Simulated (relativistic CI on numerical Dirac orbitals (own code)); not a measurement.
**Ta LXIV (Ta⁶³⁺): levels and lines**

What are the lowest levels and the strongest lines of Ta⁶³⁺? One CI run answers it; further runs change one setting each.

Program: relativistic CI on numerical Dirac orbitals (own code) version 2. Level of theory: Dirac-Coulomb-Breit CI, KLI orbitals optimised for each configuration, model QED (radiative potential, 1s self-energy scaled to tabulated hydrogen-like ionisation energies). These are calculated values, not measurements, unless marked.

### 1 What is computed

| Quantity | Value |
| --- | --- |
| ion | Ta⁶³⁺ (Ta LXIV) |
| nuclear charge | 73 |
| electrons | 10 |
| isotope | A = 181 |
| first configuration typed | [He] 2s2 2p6 |

Outer shells as boxes (Hund's rule):

first configuration typed
```
[He] core
2s [↑↓]
2p [↑↓][↑↓][↑↓]
```

### 2 The main run

Settings, as recorded:

```ini
atom Ta  Z=73  charge=63  electrons=10
nucleus A=181  rms_radius_fm=5.3507
hamiltonian dirac-coulomb  breit=on  qed=on  c_scale=1
orbitals kli  potential=per-configuration
slater_scale 1
correlation none
mixing on
configurations
  [He] 2s2 2p6
  [He] 2s2 2p5 3s
  [He] 2s2 2p5 3p
  [He] 2s2 2p5 3d
  [He] 2s 2p6 3s
  [He] 2s 2p6 3p
  [He] 2s 2p6 3d
  [He] 2s2 2p5 4s
  [He] 2s2 2p5 4p
  [He] 2s2 2p5 4d
  [He] 2s2 2p5 4f
  [He] 2s2 2p4 3s2
  [He] 2s 2p6 4s
  [He] 2s2 2p4 3s 3p
  [He] 2s 2p6 4p
  [He] 2s2 2p4 3s 3d
end
```

### 3 Without QED terms

The settings differ from step 2 so:

```diff
@@ -2,3 +2,3 @@
 nucleus A=181  rms_radius_fm=5.3507
-hamiltonian dirac-coulomb  breit=on  qed=on  c_scale=1
+hamiltonian dirac-coulomb  breit=on  qed=off  c_scale=1
 orbitals kli  potential=per-configuration
```

### 4 Without configuration mixing

The settings differ from step 3 so:

```diff
@@ -2,3 +2,3 @@
 nucleus A=181  rms_radius_fm=5.3507
-hamiltonian dirac-coulomb  breit=on  qed=off  c_scale=1
+hamiltonian dirac-coulomb  breit=on  qed=on  c_scale=1
 orbitals kli  potential=per-configuration
@@ -6,3 +6,3 @@
 correlation none
-mixing on
+mixing off
 configurations
```

(Steps that only read results are left out.)

**Question.** What will these runs give? Wanted: lowest level; first excitation; lowest level of the other parity; fastest E1 line; ionisation energy.

The runs gave:

| run | time | mean size of shift, levels followed (cm⁻¹) | lowest level | ionisation energy (eV) |
| --- | --- | --- | --- | --- |
| main run | 1.1 s | 0 | 2p6 1S0 | 15135 |
| without QED terms | 0.45 s | 17898 | 2p6 1S0 | 15137 |
| without configuration mixing | 1 s | 1799 | 2p6 1S0 | - |

The tabulated theoretical ionisation energy (NIST) is 15137 eV.

```
                                                                       quantity                                        value
                                                                   lowest level                                      2p6 1S0
                                                               first excitation                      2p5 3s 3P°2, 8063.40 eV
                                               lowest level of the other parity                      2p5 3s 3P°2, 8063.40 eV
                                                            levels in the model                                          184
fastest E1 line (by rate) to the lowest level among the lowest 81 of 184 levels  0.1400 nm, from 2p5 3d [2p3/2^3 3d5/2] J=1°
                                                              ionisation energy                                     15135 eV
                                ionisation energy, tabulated theoretical (NIST)                                     15137 eV
```

**Reading.** The lowest level is 2p6 1S0, 100 % pure in LS and 100 % in jj coupling; over the low levels the means are 72 and 100 %, so jj coupling describes them better. The ionisation energy agrees with the tabulated theoretical value within its uncertainty of 19 eV. Of the changes tried, the run «without QED terms» moves the low levels most, by 17898 cm⁻¹ on average. Lifetimes count radiative decay inside the model alone.
